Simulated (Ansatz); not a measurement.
Geometry optimisation, DFT PBE, scalar-relativistic, plane waves, PAW in Ansatz 0.2.0.

The input (input.yaml):

```yaml
crystal:
  lattice:
    - [10.86, 0.0, 0.0]
    - [0.0, 10.86, 0.0]
    - [0.0, 0.0, 10.86]
  atoms:
    - { symbol: Si, position: [0.5, 0.0, 0.0] }
    - { symbol: Si, position: [0.625, 0.125, 0.125] }
    - { symbol: Si, position: [0.75, 0.25, 0.0] }
    - { symbol: Si, position: [0.875, 0.375, 0.125] }
    - { symbol: Si, position: [0.75, 0.0, 0.25] }
    - { symbol: Si, position: [0.875, 0.125, 0.375] }
    - { symbol: Si, position: [0.0, 0.0, 0.0] }
    - { symbol: Si, position: [0.125, 0.125, 0.125] }
    - { symbol: Si, position: [0.25, 0.25, 0.0] }
    - { symbol: Si, position: [0.375, 0.375, 0.125] }
    - { symbol: Si, position: [0.5, 0.5, 0.0] }
    - { symbol: Si, position: [0.625, 0.625, 0.125] }
    - { symbol: Si, position: [0.75, 0.75, 0.0] }
    - { symbol: Si, position: [0.875, 0.875, 0.125] }
    - { symbol: Si, position: [0.25, 0.0, 0.25] }
    - { symbol: Si, position: [0.375, 0.125, 0.375] }
    - { symbol: Si, position: [0.5, 0.25, 0.25] }
    - { symbol: Si, position: [0.625, 0.375, 0.375] }
    - { symbol: Si, position: [0.75, 0.5, 0.25] }
    - { symbol: Si, position: [0.875, 0.625, 0.375] }
    - { symbol: Si, position: [0.5, 0.0, 0.5] }
    - { symbol: Si, position: [0.625, 0.125, 0.625] }
    - { symbol: Si, position: [0.75, 0.25, 0.5] }
    - { symbol: Si, position: [0.875, 0.375, 0.625] }
    - { symbol: Si, position: [0.75, 0.0, 0.75] }
    - { symbol: Si, position: [0.875, 0.125, 0.875] }
    - { symbol: Si, position: [0.0, 0.5, 0.0] }
    - { symbol: Si, position: [0.125, 0.625, 0.125] }
    - { symbol: Si, position: [0.25, 0.75, 0.0] }
    - { symbol: Si, position: [0.375, 0.875, 0.125] }
    - { symbol: Si, position: [0.0, 0.25, 0.25] }
    - { symbol: Si, position: [0.125, 0.375, 0.375] }
    - { symbol: Si, position: [0.25, 0.5, 0.25] }
    - { symbol: Al, position: [0.25, 0.75, 0.5] }
    - { symbol: Si, position: [0.5, 0.75, 0.25] }
    - { symbol: Si, position: [0.625, 0.875, 0.375] }
    - { symbol: Si, position: [0.0, 0.0, 0.5] }
    - { symbol: Si, position: [0.125, 0.125, 0.625] }
    - { symbol: Si, position: [0.25, 0.25, 0.5] }
    - { symbol: Si, position: [0.375, 0.375, 0.625] }
    - { symbol: Si, position: [0.5, 0.5, 0.5] }
    - { symbol: Si, position: [0.625, 0.625, 0.625] }
    - { symbol: Si, position: [0.75, 0.75, 0.5] }
    - { symbol: Si, position: [0.875, 0.875, 0.625] }
    - { symbol: Si, position: [0.25, 0.0, 0.75] }
    - { symbol: Si, position: [0.375, 0.125, 0.875] }
    - { symbol: Si, position: [0.5, 0.25, 0.75] }
    - { symbol: Si, position: [0.625, 0.375, 0.875] }
    - { symbol: Si, position: [0.75, 0.5, 0.75] }
    - { symbol: Si, position: [0.875, 0.625, 0.875] }
    - { symbol: Si, position: [0.0, 0.75, 0.25] }
    - { symbol: Si, position: [0.125, 0.875, 0.375] }
    - { symbol: Si, position: [0.0, 0.5, 0.5] }
    - { symbol: Si, position: [0.125, 0.625, 0.625] }
    - { symbol: Si, position: [0.375, 0.875, 0.625] }
    - { symbol: Si, position: [0.0, 0.25, 0.75] }
    - { symbol: Si, position: [0.125, 0.375, 0.875] }
    - { symbol: Si, position: [0.25, 0.5, 0.75] }
    - { symbol: Si, position: [0.375, 0.625, 0.875] }
    - { symbol: Si, position: [0.5, 0.75, 0.75] }
    - { symbol: Si, position: [0.625, 0.875, 0.875] }
    - { symbol: Si, position: [0.0, 0.75, 0.75] }
    - { symbol: Si, position: [0.125, 0.875, 0.875] }
total_charge: 1
basis:
  ecutwfc: 420.0
kpoints:
  mp_grid: { grid: [1, 1, 1] }
hamiltonian:
  xc: pbe
  pseudopotentials: { kind: paw, azcp: { folder: soft_1 } }
scf:
  occupations: { method: fermi_dirac, width: 0.02 }
  lower_state_search: "off"
relax:
  f_tol: 0.03
  max_steps: 60
  adjacent_minimum: "off"
output:
  write_density: true
  write_potential: true
  elf: true
  volumetric_format: npy
```

Command:

```bash
$ ansatz run input.yaml --threads 4 --pin off --max-ram 10240MiB --backend cpu --events-out ev --progress --plain --runs-dir out
```

Where does it end, and by what steps?

The run converged. The force dipped under the threshold on the way, but the program's further checks kept it going. Limits of this set-up: coarse k mesh, no spin, though dangling bonds at a vacancy may carry it, charged cell in a uniform background, uncorrected. After 9 steps the energy has fallen by 0.410 eV; Al34 moved furthest, 1.17 Å. Joined: Si33–Al34 (3.84 → 2.78 Å), Al34–Si35 (3.84 → 2.78 Å), Al34–Si41 (3.84 → 2.78 Å).

```tsv
step	energy less start (eV)	largest force component (eV/Å)	accepted
0	0.0000	0.848	yes
1	-0.2237	0.199	yes
2	-0.2605	0.122	yes
3	-0.2994	0.064	yes
4	-0.3376	0.069	yes
5	-0.3711	0.080	yes
6	-0.3975	0.061	yes
7	-0.4097	0.021	yes
8	-0.4097	0.021	yes
9	-0.4104	0.018	yes
```

```xyz
63
Lattice="10.8600 0.0000 0.0000 0.0000 10.8600 0.0000 0.0000 0.0000 10.8600" Properties=species:S:1:pos:R:3
Si 5.437 0.024 0.011
Si 6.762 1.402 1.383
Si 8.136 2.724 0.009
Si 9.458 4.098 1.383
Si 8.134 0.024 2.708
Si 9.505 1.355 4.092
Si 0.007 -0.007 -0.024
Si 1.323 1.369 1.359
Si 2.706 2.741 0.026
Si 4.027 4.168 1.453
Si 5.402 5.458 0.045
Si 6.692 6.833 1.453
Si 8.119 8.154 0.026
Si 9.491 9.537 1.359
Si 2.706 0.010 2.715
Si 4.060 1.371 4.085
Si 5.402 2.760 2.743
Si 6.692 4.168 4.118
Si 8.100 5.458 2.743
Si 9.489 6.800 4.085
Si 5.430 0.010 5.439
Si 6.786 1.369 6.822
Si 8.119 2.741 5.439
Si 9.491 4.074 6.822
Si 8.169 -0.007 8.138
Si 9.495 1.365 9.510
Si -0.024 5.423 0.011
Si 1.334 6.802 1.369
Si 2.704 8.156 0.009
Si 4.058 9.526 1.369
Si -0.024 2.726 2.708
Si 1.334 4.084 4.087
Si 2.683 5.566 2.851
Al 3.392 7.468 4.753
Si 5.294 8.177 2.851
Si 6.776 9.526 4.087
Si 0.077 -0.077 5.403
Si 1.365 1.330 6.780
Si 2.704 2.724 5.441
Si 4.058 4.084 6.811
Si 5.294 5.566 5.462
Si 6.776 6.802 6.811
Si 8.136 8.156 5.441
Si 9.530 9.495 6.780
Si 2.742 -0.077 8.068
Si 4.053 1.355 9.500
Si 5.437 2.726 8.169
Si 6.762 4.098 9.547
Si 8.134 5.423 8.169
Si 9.505 6.807 9.500
Si -0.010 8.154 2.715
Si 1.476 9.384 4.064
Si -0.010 5.430 5.439
Si 1.476 6.779 6.669
Si 4.081 9.384 6.669
Si 0.007 2.691 8.138
Si 1.323 4.074 9.514
Si 2.706 5.430 8.155
Si 4.060 6.800 9.516
Si 5.430 8.154 8.155
Si 6.786 9.537 9.514
Si 0.077 8.118 8.068
Si 1.365 9.495 9.475
```

Whether the end is a true minimum wasn't checked by a vibrational analysis.

Time of the run: 40 s on 4 threads of Arm Neoverse V2 (shared host), peak memory 1.1 GiB.
